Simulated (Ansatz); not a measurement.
# Sn4SeS3: the cost of one run

Computed with Ansatz 0.2.0 (DFT PBE, scalar-relativistic, plane waves, PAW, unless a step's input says otherwise).

1 further run of the same task is left out (set aside as unsound or not needed). Runs told in other sessions of the task aren't counted.

## 1. The system as given

The structure is monoclinic, space group Pm (No. 6). Conventional cell: a = 4.321 Å, b = 4.130 Å, c = 11.747 Å, α = 90.00°, β = 92.24°, γ = 90.00°. Around Sn (site symmetry m) lie 3 S at 2.63 to 2.74 Å. Around Sn (site symmetry m) lie 3 S at 2.63 to 2.76 Å. Around Sn (site symmetry m) lie 1 S at 2.63 Å and 4 Se at 2.88 to 3.11 Å. Sn (site symmetry m) is surrounded by 2 S at 2.73 Å and 1 Se at 2.77 Å. Se (site symmetry m) is surrounded by 5 Sn at 2.77 to 3.11 Å. S (site symmetry m) has 3 Sn at 2.63 to 2.73 Å in its first shell of neighbours. S (site symmetry m) has 3 Sn at 2.63 to 2.74 Å in its first shell of neighbours. S (site symmetry m) has 3 Sn at 2.63 to 2.76 Å in its first shell of neighbours.

As a file:

```cif
data_structure
_symmetry_space_group_name_H-M 'Pm'
_symmetry_Int_Tables_number 6
_cell_length_a 4.3214
_cell_length_b 4.1299
_cell_length_c 11.7466
_cell_angle_alpha 90.000
_cell_angle_beta 92.240
_cell_angle_gamma 90.000
_cell_volume 209.48
loop_
_atom_site_label
_atom_site_type_symbol
_atom_site_symmetry_multiplicity
_atom_site_Wyckoff_symbol
_atom_site_fract_x
_atom_site_fract_y
_atom_site_fract_z
_atom_site_occupancy
Sn1 Sn 1 b 0.98447 0.50000 0.00310 1
Sn2 Sn 1 a 0.31467 0.00000 0.75489 1
Sn3 Sn 1 b 0.35778 0.50000 0.49356 1
Sn4 Sn 1 a 0.77999 0.00000 0.24292 1
Se1 Se 1 a 0.89208 0.00000 0.47686 1
S1 S 1 b 0.37718 0.50000 0.27007 1
S2 S 1 a 0.39431 0.00000 0.97807 1
S3 S 1 b 0.89951 0.50000 0.78052 1
```

The cell was relaxed beforehand at this level, from a generated guess; it needn't be the stable form of this composition. At a tolerance of 0.02 Å it has space group Pm (No. 6); it has 26.18 Å³/atom, an uncorrected energy of -0.44 eV/atom over the elements.

## 2. Static run: bands, density of states and charges

Input file input.yaml:

```yaml
crystal:
  lattice:
    - [4.3212155087, 0.0, 0.0380018588]
    - [0.0, 4.1298597919, 0.0]
    - [-0.5623891195, 0.0, 11.7331489672]
  atoms:
    - { symbol: Sn, position: [0.9844701571, 0.5, 0.0031014136] }
    - { symbol: Sn, position: [0.3146690385, 0.0, 0.7548936999] }
    - { symbol: Sn, position: [0.3577833564, 0.5, 0.4935559566] }
    - { symbol: Sn, position: [0.7799886695, 0.0, 0.2429227542] }
    - { symbol: Se, position: [0.8920818598, 0.0, 0.4768606308] }
    - { symbol: S, position: [0.3771813896, 0.5, 0.2700743855] }
    - { symbol: S, position: [0.3943142965, 0.0, 0.9780738378] }
    - { symbol: S, position: [0.8995112326, 0.5, 0.7805173214] }
basis:
  ecutwfc: 420
kpoints:
  mp_grid: { grid: [8, 10, 4] }
  band_path:
    path:
      - [0.0, 0.0, 0.0]
      - [0.0, 0.5, 0.0]
      - [0.0, 0.5, 0.5]
      - [0.0, 0.0, 0.5]
      - [0.0, 0.0, 0.0]
      - [-0.5, 0.0, 0.5]
      - [-0.5, 0.5, 0.5]
      - [0.0, 0.5, 0.0]
      - [-0.5, 0.5, 0.0]
      - [-0.5, 0.0, 0.0]
      - [0.0, 0.0, 0.0]
    npoints: 14
hamiltonian:
  xc: pbe
scf:
  occupations: { method: gaussian, width: 0.02 }
  n_extra_bands: 20
output:
  forces: true
  stress: true
  eigenvalues: true
  populations: true
  dos: { projected: true, de: 0.02, nscf_kmesh: { grid: [12, 15, 6] } }
  bader: true
  write_density: true
  write_potential: true
  elf: true
  volumetric_format: npy
```

Started as:

```console
$ ansatz run input.yaml --threads 4 --pin off --max-ram 8192MiB --backend cpu --events-out ev --progress --plain --runs-dir out
```

**Question.** How long does this run take on 4 threads of Arm Neoverse V1, shared host, and how much memory does it need?

About 3.9 min, with a peak of 2.5 GiB.
